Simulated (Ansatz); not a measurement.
# CH₄AlO₂ radical: how energies converge with the basis set

An exercise on one series of results from a longer session: the logs are not shown, and one member is left open.

Method: one geometry, several basis sets; program: Ansatz 0.2.0, Gaussian basis.

The runs, in order: PBE0-D4/def2-SVP; ωB97M-V/def2-SVP; PBE0-D4/def2-QZVPP; ωB97M-V/def2-QZVPP; the functionals' def2-TZVPP values are taken from earlier runs.

## The relaxed structure

All runs share one geometry, relaxed beforehand with PBE0-D4 in a triple-zeta def2 set.

SMILES `C[O][Al][OH]`, 8 atoms, charge 0, spin multiplicity 2.

Atoms are counted from 1 here; the program's logs count them from 0.

Bond lengths: C1–O2 1.394 Å, C1–H5 1.097 Å, C1–H6 1.095 Å, C1–H7 1.095 Å, O2–Al3 1.683 Å, Al3–O4 1.701 Å, O4–H8 0.956 Å. Angles: O2–C1–H5 112.7°, O2–C1–H6 110.1°, O2–C1–H7 110.0°, H5–C1–H6 108.0°, H5–C1–H7 108.0°, H6–C1–H7 107.9°, C1–O2–Al3 139.7°, O2–Al3–O4 116.5°, Al3–O4–H8 121.5°.

The first run:

The input, in.yaml:

```yaml
crystal:
  periodic: [false, false, false]
  atoms:
    - {symbol: C, position_ang: [0.292691, 1.365887, -0.669862]}
    - {symbol: O, position_ang: [-0.035757, 0.282493, 0.144262]}
    - {symbol: Al, position_ang: [-0.062594, -1.399627, 0.093014]}
    - {symbol: O, position_ang: [-0.601919, -2.191896, 1.497889]}
    - {symbol: H, position_ang: [0.661242, 1.058258, -1.655942]}
    - {symbol: H, position_ang: [-0.585387, 2.002415, -0.820772]}
    - {symbol: H, position_ang: [1.070022, 1.971543, -0.192548]}
    - {symbol: H, position_ang: [-0.646299, -3.145973, 1.548160]}
basis:
  gaussian: {orbitals: def2-SVP}
magnetization: {spin_polarized: true, initial_magnetization: 1}
hamiltonian: {xc: pbe0, dispersion: d4}
output: {orbitals: {seedname: orbitals}}
```

Among the steps run: PBE0-D4 in def2-SVP; ωB97M-V in def2-SVP; PBE0-D4 in def2-QZVPP; ωB97M-V in def2-QZVPP.

One table of the session follows, with a row left open; its other results are not shown here.

It belongs to the step «Density functionals: the series». 

```
functional       basis  HOMO (eV)  LUMO (eV)
   PBE0-D4    def2-SVP      -5.72      -2.38
   PBE0-D4  def2-TZVPP      -5.84      -2.41
   PBE0-D4  def2-QZVPP          ?          ?
   ωB97M-V    def2-SVP      -7.41      -0.97
   ωB97M-V  def2-TZVPP      -7.52      -0.95
   ωB97M-V  def2-QZVPP      -7.60      -1.07
```

**Question.** Estimate the row for PBE0-D4, def2-QZVPP.

As computed: HOMO (eV): -5.88; LUMO (eV): -2.47. In the column «HOMO (eV)» it lies between ωB97M-V, def2-SVP (-7.41) and PBE0-D4, def2-TZVPP (-5.84).
